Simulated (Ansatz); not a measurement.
# Ge(vinyl)2(NMe2)2 (C8H18GeN2): the relaxed shape and its frontier levels

What does Ge(vinyl)2(NMe2)2 (C8H18GeN2) look like as a singlet, and where do its frontier electrons sit?

Computed with Ansatz 0.2.0, Gaussian basis. Level: RKS PBE0-D4/def2-TZVP.

Plan: relaxation at PBE-D4/def2-SVP; a single point at PBE0-D4/def2-TZVP.

### 1 The starting structure

29 atoms, charge 0, spin multiplicity 1.

Atoms are counted from 1 here; the program's logs count them from 0.

Bond lengths: Ge1–C2 1.990 Å, Ge1–C7 1.973 Å, Ge1–N12 1.842 Å, Ge1–N21 1.871 Å, C2–C3 1.321 Å, C2–H4 1.083 Å, C3–H5 1.078 Å, C3–H6 1.081 Å, C7–C8 1.321 Å, C7–H9 1.083 Å, C8–H10 1.079 Å, C8–H11 1.081 Å, N12–C13 1.444 Å, N12–C14 1.444 Å, C13–H15 1.095 Å, C13–H16 1.089 Å, C13–H17 1.099 Å, C14–H18 1.089 Å and more. Angles: C2–Ge1–C7 112.2°, C2–Ge1–N12 106.7°, C2–Ge1–N21 114.5°, C7–Ge1–N12 105.9°, C7–Ge1–N21 105.6°, N12–Ge1–N21 111.7°, Ge1–C2–C3 123.9°, Ge1–C2–H4 116.9°, C3–C2–H4 119.2°, C2–C3–H5 121.5°, C2–C3–H6 122.4°, H5–C3–H6 116.1°, Ge1–C7–C8 124.6°, Ge1–C7–H9 116.0°, C8–C7–H9 119.4°, C7–C8–H10 121.0°, C7–C8–H11 122.7°, H10–C8–H11 116.4° and more.

Geometry (Å):

```
Ge    0.3612   -0.0120    0.3079
C     0.2829   -0.1125    2.2938
C     0.9998    0.6521    3.0983
H    -0.3716   -0.8624    2.7218
H     1.6637    1.4083    2.7120
H     0.9490    0.5683    4.1750
C     2.2152    0.0164   -0.3649
C     2.6138   -0.5524   -1.4889
H     2.9301    0.5621    0.2375
H     1.9227   -1.1036   -2.1073
H     3.6348   -0.4988   -1.8395
N    -0.3721    1.6096   -0.1684
C    -1.4812    2.1873    0.5538
C    -0.3502    2.0144   -1.5546
H    -1.4039    3.2792    0.5333
H    -1.4467    1.8560    1.5904
H    -2.4560    1.9124    0.1281
H     0.5114    1.5640   -2.0442
H    -1.2571    1.7136   -2.0958
H    -0.2635    3.1039   -1.6193
N    -0.4744   -1.4343   -0.5748
C     0.0356   -2.7678   -0.3499
C    -1.9066   -1.4353   -0.7651
H    -0.4350   -3.2589    0.5128
H     1.1093   -2.7189   -0.1765
H    -0.1514   -3.3876   -1.2327
H    -2.2527   -0.4142   -0.9112
H    -2.1582   -2.0180   -1.6574
H    -2.4492   -1.8709    0.0856
```

The start is a GFN2-xTB geometry.

### 2 Relaxation at PBE-D4/def2-SVP

File in.yaml:

```yaml
crystal:
  periodic: [false, false, false]
  atoms:
    - {symbol: Ge, position_ang: [0.361170, -0.011990, 0.307940]}
    - {symbol: C, position_ang: [0.282950, -0.112550, 2.293750]}
    - {symbol: C, position_ang: [0.999800, 0.652070, 3.098330]}
    - {symbol: H, position_ang: [-0.371570, -0.862370, 2.721850]}
    - {symbol: H, position_ang: [1.663720, 1.408250, 2.712030]}
    - {symbol: H, position_ang: [0.949000, 0.568270, 4.174970]}
    - {symbol: C, position_ang: [2.215200, 0.016430, -0.364950]}
    - {symbol: C, position_ang: [2.613810, -0.552430, -1.488890]}
    - {symbol: H, position_ang: [2.930100, 0.562100, 0.237530]}
    - {symbol: H, position_ang: [1.922730, -1.103630, -2.107260]}
    - {symbol: H, position_ang: [3.634800, -0.498800, -1.839500]}
    - {symbol: N, position_ang: [-0.372120, 1.609590, -0.168370]}
    - {symbol: C, position_ang: [-1.481250, 2.187320, 0.553810]}
    - {symbol: C, position_ang: [-0.350150, 2.014440, -1.554580]}
    - {symbol: H, position_ang: [-1.403850, 3.279230, 0.533300]}
    - {symbol: H, position_ang: [-1.446680, 1.855980, 1.590440]}
    - {symbol: H, position_ang: [-2.456020, 1.912380, 0.128140]}
    - {symbol: H, position_ang: [0.511450, 1.563960, -2.044190]}
    - {symbol: H, position_ang: [-1.257150, 1.713650, -2.095760]}
    - {symbol: H, position_ang: [-0.263460, 3.103910, -1.619330]}
    - {symbol: N, position_ang: [-0.474400, -1.434310, -0.574850]}
    - {symbol: C, position_ang: [0.035630, -2.767820, -0.349910]}
    - {symbol: C, position_ang: [-1.906560, -1.435290, -0.765120]}
    - {symbol: H, position_ang: [-0.434980, -3.258860, 0.512760]}
    - {symbol: H, position_ang: [1.109250, -2.718890, -0.176460]}
    - {symbol: H, position_ang: [-0.151350, -3.387550, -1.232670]}
    - {symbol: H, position_ang: [-2.252660, -0.414190, -0.911200]}
    - {symbol: H, position_ang: [-2.158240, -2.018020, -1.657380]}
    - {symbol: H, position_ang: [-2.449190, -1.870890, 0.085590]}
basis:
  gaussian: {orbitals: def2-SVP}
hamiltonian: {xc: pbe, dispersion: d4}
scf: {lower_state_search: "off"}
output: {orbitals: {seedname: orbitals}}
relax: {f_tol: 0.03, max_steps: 70}
```

Command:

```sh
ansatz run in.yaml --threads 2 --pin off --events-out ev --progress --plain --max-ram 32768MiB --backend cuda --devices 0, --max-vram 18GiB
```

Further steps of the session: Single point, PBE0-D4/def2-TZVP.

**Question.** What will the summary of the whole plan be? Wanted: point group; commonest bond, hydrogen aside; HOMO, LUMO at PBE0-D4/def2-TZVP; dipole at PBE-D4/def2-SVP.

**Answer**, as computed:

| quantity | value |
| --- | --- |
| point group | C1 |
| commonest bond, hydrogen aside | C–N, 4 of mean length 1.447 Å |
| HOMO, LUMO at PBE0-D4/def2-TZVP | -5.89, -0.73 eV |
| dipole at PBE-D4/def2-SVP | 0.53 D |

**Reading.** The molecule keeps its bonding pattern by the stored test; the atoms moved 0.09 Å (rms). No usable vibrations, so a minimum isn't proven. The HOMO lies nearest to N21 42 %; N12 21 % and the LUMO to C2, C3 about 18 % each; C7, C8 about 11 % each. The point group is read from a loosely relaxed geometry; soft torsions can leave it below the true symmetry.
